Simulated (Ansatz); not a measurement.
# C₂H₄ClGa: small, medium and large basis sets

How large a basis does C₂H₄ClGa need? Two functionals are run in growing sets.

The runs use Ansatz 0.2.0, Gaussian basis; one geometry, several basis sets.

The runs, in order: PBE0-D4/def2-SVP; ωB97M-V/def2-SVP; PBE0-D4/def2-QZVPP; ωB97M-V/def2-QZVPP; the functionals' def2-TZVPP values are taken from earlier runs.

## Step 1: The relaxed structure

An earlier PBE0-D4 in a triple-zeta def2 set relaxation fixed the geometry.

SMILES `C=[CH][GaH][Cl]`, 8 atoms, charge 0, spin multiplicity 1.

Atoms are counted from 1 here; the program's logs count them from 0.

Bond lengths: C1–C2 1.332 Å, C1–H5 1.088 Å, C1–H6 1.088 Å, C2–Ga3 1.937 Å, C2–H7 1.087 Å, Ga3–Cl4 2.154 Å, Ga3–H8 1.558 Å. Angles: C2–C1–H5 122.2°, C2–C1–H6 122.3°, H5–C1–H6 115.5°, C1–C2–Ga3 120.6°, C1–C2–H7 118.9°, Ga3–C2–H7 120.5°, C2–Ga3–Cl4 116.7°, C2–Ga3–H8 127.1°, Cl4–Ga3–H8 116.1°.

Coordinates:

```
C    -0.39959    1.40160    0.24455
C     0.49139    0.45139   -0.03505
Ga   -0.05113   -1.40330   -0.16233
Cl    1.49209   -2.83494   -0.61855
H    -1.45109    1.17858    0.40986
H    -0.12521    2.45140    0.32298
H     1.52980    0.73380   -0.19084
H    -1.48626   -1.97853    0.02940
```

## Step 2: PBE0-D4 in def2-SVP

The input, in.yaml:

```yaml
crystal:
  periodic: [false, false, false]
  atoms:
    - {symbol: C, position_ang: [-0.399591, 1.401601, 0.244551]}
    - {symbol: C, position_ang: [0.491393, 0.451387, -0.035051]}
    - {symbol: Ga, position_ang: [-0.051129, -1.403301, -0.162330]}
    - {symbol: Cl, position_ang: [1.492095, -2.834936, -0.618552]}
    - {symbol: H, position_ang: [-1.451088, 1.178577, 0.409855]}
    - {symbol: H, position_ang: [-0.125209, 2.451403, 0.322977]}
    - {symbol: H, position_ang: [1.529795, 0.733798, -0.190845]}
    - {symbol: H, position_ang: [-1.486255, -1.978528, 0.029395]}
basis:
  gaussian: {orbitals: def2-SVP}
hamiltonian: {xc: pbe0, dispersion: d4}
output: {orbitals: {seedname: orbitals}}
```

The run is started by

```
$ ansatz run in.yaml --threads 2 --pin off --events-out ev --progress --plain --max-ram 32768MiB --backend cpu
```

The runs that follow: ωB97M-V in def2-SVP; PBE0-D4 in def2-QZVPP; ωB97M-V in def2-QZVPP.

Before running them: what should the planned runs give, taken together? Wanted: PBE0-D4: double and triple zeta above quadruple; ωB97M-V: double and triple zeta above quadruple.

**Answer**, as computed:

| quantity | value |
| --- | --- |
| PBE0-D4: double and triple zeta above quadruple | 15.05, 1.67 eV |
| ωB97M-V: double and triple zeta above quadruple | 15.05, 1.61 eV |

What this shows: PBE0-D4 gains 13.38 eV from double to triple zeta, then 1.67 eV more. Total energies overstate the basis error of differences, where much of it tends to cancel.
